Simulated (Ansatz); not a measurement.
# Ga32Sb19P13: the cost of one run

Program: Ansatz 0.2.0. Level of theory: DFT PBEsol, scalar-relativistic, plane waves, PAW, and further levels as typed in the inputs. These are calculated values, not measurements.

1 further run of the same task is left out (it didn't finish).

### 1 The system as given

Symmetry: P1, No. 1, triclinic system. Conventional cell: a = 11.660 Å, b = 11.660 Å, c = 11.660 Å, α = 90.00°, β = 90.00°, γ = 90.00°. Ga (site symmetry 1) is surrounded by 3 P at 2.52 Å and 1 Sb at 2.52 Å. Around Ga (site symmetry 1) lie 2 P at 2.52 Å and 2 Sb at 2.52 Å. Around Ga (site symmetry 1) lie 4 P at 2.52 Å. Only part of the 64 independent sites is listed.

Coordinates:

```cif
data_structure
_symmetry_space_group_name_H-M 'P 1'
_symmetry_Int_Tables_number 1
_cell_length_a 11.6600
_cell_length_b 11.6600
_cell_length_c 11.6600
_cell_angle_alpha 90.000
_cell_angle_beta 90.000
_cell_angle_gamma 90.000
_cell_volume 1585.24
loop_
_atom_site_label
_atom_site_type_symbol
_atom_site_fract_x
_atom_site_fract_y
_atom_site_fract_z
_atom_site_occupancy
Ga1 Ga 0.00000 0.00000 0.00000 1
Ga2 Ga 0.00000 0.25000 0.25000 1
Ga3 Ga 0.25000 0.00000 0.25000 1
Ga4 Ga 0.25000 0.25000 0.00000 1
Ga5 Ga 0.00000 0.00000 0.50000 1
Ga6 Ga 0.00000 0.25000 0.75000 1
Ga7 Ga 0.25000 0.00000 0.75000 1
Ga8 Ga 0.25000 0.25000 0.50000 1
Ga9 Ga 0.00000 0.50000 0.00000 1
Ga10 Ga 0.00000 0.75000 0.25000 1
Ga11 Ga 0.25000 0.50000 0.25000 1
Ga12 Ga 0.25000 0.75000 0.00000 1
Ga13 Ga 0.00000 0.50000 0.50000 1
Ga14 Ga 0.00000 0.75000 0.75000 1
Ga15 Ga 0.25000 0.50000 0.75000 1
Ga16 Ga 0.25000 0.75000 0.50000 1
Ga17 Ga 0.50000 0.00000 0.00000 1
Ga18 Ga 0.50000 0.25000 0.25000 1
Ga19 Ga 0.75000 0.00000 0.25000 1
Ga20 Ga 0.75000 0.25000 0.00000 1
Ga21 Ga 0.50000 0.00000 0.50000 1
Ga22 Ga 0.50000 0.25000 0.75000 1
Ga23 Ga 0.75000 0.00000 0.75000 1
Ga24 Ga 0.75000 0.25000 0.50000 1
Ga25 Ga 0.50000 0.50000 0.00000 1
Ga26 Ga 0.50000 0.75000 0.25000 1
Ga27 Ga 0.75000 0.50000 0.25000 1
Ga28 Ga 0.75000 0.75000 0.00000 1
Ga29 Ga 0.50000 0.50000 0.50000 1
Ga30 Ga 0.50000 0.75000 0.75000 1
Ga31 Ga 0.75000 0.50000 0.75000 1
Ga32 Ga 0.75000 0.75000 0.50000 1
P1 P 0.12500 0.12500 0.12500 1
P2 P 0.12500 0.37500 0.37500 1
P3 P 0.37500 0.12500 0.37500 1
Sb1 Sb 0.37500 0.37500 0.12500 1
P4 P 0.12500 0.12500 0.62500 1
Sb2 Sb 0.12500 0.37500 0.87500 1
P5 P 0.37500 0.12500 0.87500 1
Sb3 Sb 0.37500 0.37500 0.62500 1
Sb4 Sb 0.12500 0.62500 0.12500 1
Sb5 Sb 0.12500 0.87500 0.37500 1
P6 P 0.37500 0.62500 0.37500 1
Sb6 Sb 0.37500 0.87500 0.12500 1
Sb7 Sb 0.12500 0.62500 0.62500 1
P7 P 0.12500 0.87500 0.87500 1
P8 P 0.37500 0.62500 0.87500 1
P9 P 0.37500 0.87500 0.62500 1
Sb8 Sb 0.62500 0.12500 0.12500 1
P10 P 0.62500 0.37500 0.37500 1
P11 P 0.87500 0.12500 0.37500 1
Sb9 Sb 0.87500 0.37500 0.12500 1
Sb10 Sb 0.62500 0.12500 0.62500 1
Sb11 Sb 0.62500 0.37500 0.87500 1
P12 P 0.87500 0.12500 0.87500 1
Sb12 Sb 0.87500 0.37500 0.62500 1
P13 P 0.62500 0.62500 0.12500 1
Sb13 Sb 0.62500 0.87500 0.37500 1
Sb14 Sb 0.87500 0.62500 0.37500 1
Sb15 Sb 0.87500 0.87500 0.12500 1
Sb16 Sb 0.62500 0.62500 0.62500 1
Sb17 Sb 0.62500 0.87500 0.87500 1
Sb18 Sb 0.87500 0.62500 0.87500 1
Sb19 Sb 0.87500 0.87500 0.62500 1
```

### 2 Relaxing cell and atoms: Ga32Sb19P13, no spin

Input file input.yaml:

```yaml
crystal:
  lattice:
    - [11.66, 0.0, 0.0]
    - [0.0, 11.66, 0.0]
    - [0.0, 0.0, 11.66]
  atoms:
    - { symbol: Ga, position: [0.0, 0.0, 0.0] }
    - { symbol: Ga, position: [0.0, 0.25, 0.25] }
    - { symbol: Ga, position: [0.25, 0.0, 0.25] }
    - { symbol: Ga, position: [0.25, 0.25, 0.0] }
    - { symbol: Ga, position: [0.0, 0.0, 0.5] }
    - { symbol: Ga, position: [0.0, 0.25, 0.75] }
    - { symbol: Ga, position: [0.25, 0.0, 0.75] }
    - { symbol: Ga, position: [0.25, 0.25, 0.5] }
    - { symbol: Ga, position: [0.0, 0.5, 0.0] }
    - { symbol: Ga, position: [0.0, 0.75, 0.25] }
    - { symbol: Ga, position: [0.25, 0.5, 0.25] }
    - { symbol: Ga, position: [0.25, 0.75, 0.0] }
    - { symbol: Ga, position: [0.0, 0.5, 0.5] }
    - { symbol: Ga, position: [0.0, 0.75, 0.75] }
    - { symbol: Ga, position: [0.25, 0.5, 0.75] }
    - { symbol: Ga, position: [0.25, 0.75, 0.5] }
    - { symbol: Ga, position: [0.5, 0.0, 0.0] }
    - { symbol: Ga, position: [0.5, 0.25, 0.25] }
    - { symbol: Ga, position: [0.75, 0.0, 0.25] }
    - { symbol: Ga, position: [0.75, 0.25, 0.0] }
    - { symbol: Ga, position: [0.5, 0.0, 0.5] }
    - { symbol: Ga, position: [0.5, 0.25, 0.75] }
    - { symbol: Ga, position: [0.75, 0.0, 0.75] }
    - { symbol: Ga, position: [0.75, 0.25, 0.5] }
    - { symbol: Ga, position: [0.5, 0.5, 0.0] }
    - { symbol: Ga, position: [0.5, 0.75, 0.25] }
    - { symbol: Ga, position: [0.75, 0.5, 0.25] }
    - { symbol: Ga, position: [0.75, 0.75, 0.0] }
    - { symbol: Ga, position: [0.5, 0.5, 0.5] }
    - { symbol: Ga, position: [0.5, 0.75, 0.75] }
    - { symbol: Ga, position: [0.75, 0.5, 0.75] }
    - { symbol: Ga, position: [0.75, 0.75, 0.5] }
    - { symbol: P, position: [0.125, 0.125, 0.125] }
    - { symbol: P, position: [0.125, 0.375, 0.375] }
    - { symbol: P, position: [0.375, 0.125, 0.375] }
    - { symbol: Sb, position: [0.375, 0.375, 0.125] }
    - { symbol: P, position: [0.125, 0.125, 0.625] }
    - { symbol: Sb, position: [0.125, 0.375, 0.875] }
    - { symbol: P, position: [0.375, 0.125, 0.875] }
    - { symbol: Sb, position: [0.375, 0.375, 0.625] }
    - { symbol: Sb, position: [0.125, 0.625, 0.125] }
    - { symbol: Sb, position: [0.125, 0.875, 0.375] }
    - { symbol: P, position: [0.375, 0.625, 0.375] }
    - { symbol: Sb, position: [0.375, 0.875, 0.125] }
    - { symbol: Sb, position: [0.125, 0.625, 0.625] }
    - { symbol: P, position: [0.125, 0.875, 0.875] }
    - { symbol: P, position: [0.375, 0.625, 0.875] }
    - { symbol: P, position: [0.375, 0.875, 0.625] }
    - { symbol: Sb, position: [0.625, 0.125, 0.125] }
    - { symbol: P, position: [0.625, 0.375, 0.375] }
    - { symbol: P, position: [0.875, 0.125, 0.375] }
    - { symbol: Sb, position: [0.875, 0.375, 0.125] }
    - { symbol: Sb, position: [0.625, 0.125, 0.625] }
    - { symbol: Sb, position: [0.625, 0.375, 0.875] }
    - { symbol: P, position: [0.875, 0.125, 0.875] }
    - { symbol: Sb, position: [0.875, 0.375, 0.625] }
    - { symbol: P, position: [0.625, 0.625, 0.125] }
    - { symbol: Sb, position: [0.625, 0.875, 0.375] }
    - { symbol: Sb, position: [0.875, 0.625, 0.375] }
    - { symbol: Sb, position: [0.875, 0.875, 0.125] }
    - { symbol: Sb, position: [0.625, 0.625, 0.625] }
    - { symbol: Sb, position: [0.625, 0.875, 0.875] }
    - { symbol: Sb, position: [0.875, 0.625, 0.875] }
    - { symbol: Sb, position: [0.875, 0.875, 0.625] }
scf:
  occupations: { method: gaussian, width: 0.01 }
output:
  forces: true
  stress: true
  eigenvalues: true
  write_density: true
  write_potential: true
  elf: true
  volumetric_format: npy
hamiltonian:
  xc: pbesol
relax:
  f_tol: 0.005
  max_steps: 60
  cell: { stress_tol: 0.03 }
kpoints:
  mp_grid: { grid: [2, 2, 2] }
```

Command:

```sh
$ ansatz run input.yaml --threads 8 --pin off --max-ram 40960MiB --backend cpu --events-out ev --progress --plain --runs-dir out
```

What time and memory should one allow on 8 threads of Intel Xeon Platinum 8259CL at 2.50GHz (Skylake/Cascade Lake), shared host?

About 15 min, with a peak of 23 GiB.
